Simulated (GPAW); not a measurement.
Crystal: ZnO.

```
Zn O
1.0
     3.24940    0.00000    0.00000
    -1.62470    2.81406    0.00000
     0.00000    0.00000    5.20380
Zn O
2 2
Cartesian
  0.0000 1.8760 0.0000
  1.6247 0.9380 2.6019
  0.0000 1.8760 1.9884
  1.6247 0.9380 4.5903
```

The cell was built by a generator and isn't the measured one.

Base run:

| Item | Value |
| --- | --- |
| Program | GPAW 26.7.0 |
| Functional | PBE |
| Potentials or basis | GPAW PAW data sets (gpaw-data 1.2.1) |
| Cutoff | 600 eV |
| Basis | pw |
| k mesh | 8 × 8 × 5 |
| Occupations | fermi-dirac, width 0.05 eV |
| Spin | no spin polarisation |

Its results: band gap on the k mesh 0.79 eV, direct; pressure 1.3 GPa; largest force 0.035 eV/Å.

The run is repeated on the same cell with these changes: functional from PBE to LDA; potentials or basis from GPAW PAW data sets (gpaw-data 1.2.1) to the program's PAW data sets (release 1.2.1) made for this functional. What comes out?

Band gap on the k mesh 0.73 eV, direct; pressure -12.2 GPa; largest force 0.039 eV/Å.

Caveats: the cutoff is short for stress and forces, so pressures can be off by a GPa or more.
